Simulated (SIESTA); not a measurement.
Zr3Si2:

```
CELL_PARAMETERS angstrom
7.10277 0.00000 0.00000
0.00000 7.10277 0.00000
0.00000 0.00000 3.71374
ATOMIC_POSITIONS crystal
Zr 0.50000 0.50000 0.00000
Zr 0.00000 0.00000 0.00000
Zr 0.67407 0.82593 0.50000
Zr 0.32593 0.17407 0.50000
Zr 0.82593 0.32593 0.50000
Zr 0.17407 0.67407 0.50000
Si 0.12185 0.37815 0.00000
Si 0.87815 0.62185 0.00000
Si 0.37815 0.87815 0.00000
Si 0.62185 0.12185 0.00000
```

The cell comes from a database or a generator and needn't be the stable form of this composition.

* Program: SIESTA 5.4.2
* Task: single point
* Functional: PBEsol
* Potentials or basis: PseudoDojo 0.4 standard (PBEsol files)
* Basis: DZP (energy shift 0.003 Ry; two zetas on semicore shells)
* Grid cutoff: 800 Ry
* Energy shift: 0.003 Ry
* k mesh: 4 × 4 × 7
* Occupations: fermi-dirac, width 0.05 eV
* Spin: no spin polarisation

On this cell: pressure -3.0 GPa; largest force 0.131 eV/Å; band gap on the k mesh none (metal or under the smearing width).

The same run follows on a disturbed copy (atoms moved at random, drawn with an rms of 0.05 Å):

```xyz
10
Lattice="7.1028 0.0000 0.0000 0.0000 7.1028 0.0000 0.0000 0.0000 3.7137" Properties=species:S:1:pos:R:3 pbc="T T T"
Zr    3.5502    3.5580    0.0225
Zr    0.0228   -0.0001    0.0116
Zr    4.8251    5.8534    1.8268
Zr    2.3571    1.2195    1.8240
Zr    5.8737    2.3301    1.8516
Zr    1.2493    4.8169    1.8374
Si    0.8421    2.6869    0.0485
Si    6.2300    4.3670    0.0270
Si    2.6523    6.1964   -0.0317
Si    4.4379    0.8612   -0.0194
```

Task: What does the disturbed cell give?

Result: The energy (extrapolated to zero smearing) moves by +10.6 meV/atom; pressure -2.8 GPa; largest force 0.801 eV/Å; band gap on the k mesh none (metal or under the smearing width).

Forces on the atoms (eV/Å):
```
Zr   0.053 -0.202 -0.255
Zr  -0.202 -0.038 -0.197
Zr  -0.254  0.046  0.341
Zr  -0.358  0.170  0.395
Zr  -0.108 -0.357  0.201
Zr  -0.185 -0.393  0.235
Si   0.573 -0.278 -0.486
Si  -0.075  0.655 -0.370
Si   0.594  0.446  0.101
Si  -0.039 -0.051  0.034
```

Stress tensor (GPa, compression positive):
```
-2.58 -0.18 -0.03
-0.18 -2.54  0.00
-0.03  0.00 -3.31
```

Caveats: the basis of atomic orbitals isn't converged, which shifts pressures, moduli and gaps.
